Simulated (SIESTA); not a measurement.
The system is HPbNO4.

```
H Pb N O
1.0
     4.19923    0.11117    0.16817
     1.91600    3.89132    0.12568
     1.76085    1.25259    6.37266
H Pb N O
1 1 1 4
Direct
  0.89145 0.68202 0.62796
  0.14426 0.92872 0.88352
  0.25670 0.28861 0.30171
  0.83108 0.65056 0.78405
  0.38694 0.22380 0.11295
  0.31104 0.03576 0.45856
  0.07726 0.60633 0.32275
```

The cell was built by a generator and needn't be a form met in nature.

Base run:

| Item | Value |
| --- | --- |
| Program | SIESTA 5.4.2 |
| Functional | PBE |
| Potentials or basis | PseudoDojo 0.4 standard (PBE files) |
| Basis | SZP (energy shift 0.003 Ry) |
| Grid cutoff | 800 Ry |
| Energy shift | 0.003 Ry |
| k mesh | 7 × 7 × 5 |
| Occupations | fermi-dirac, width 0.05 eV |
| Spin | no spin polarisation |

Its results: band gap on the k mesh 2.51 eV, indirect (least direct gap 2.52 eV); pressure 6.5 GPa; largest force 4.652 eV/Å.

**Question.** The run is repeated on the same cell with these changes: basis from SZP (energy shift 0.003 Ry) to DZP (energy shift 0.003 Ry; two zetas on semicore shells). What comes out?

**Answer.** Band gap on the k mesh 2.81 eV, indirect (least direct gap 2.83 eV); pressure 2.6 GPa; largest force 1.327 eV/Å.

Caveats: spin-orbit coupling is left out, which as a rule narrows the gap of such compounds by several tenths of an eV; the basis of atomic orbitals isn't converged, which shifts pressures, moduli and gaps; forces of over 1 eV/Å show positions far from the minimum, so gaps and moduli don't describe the material at rest.

A k mesh can miss the band edges.
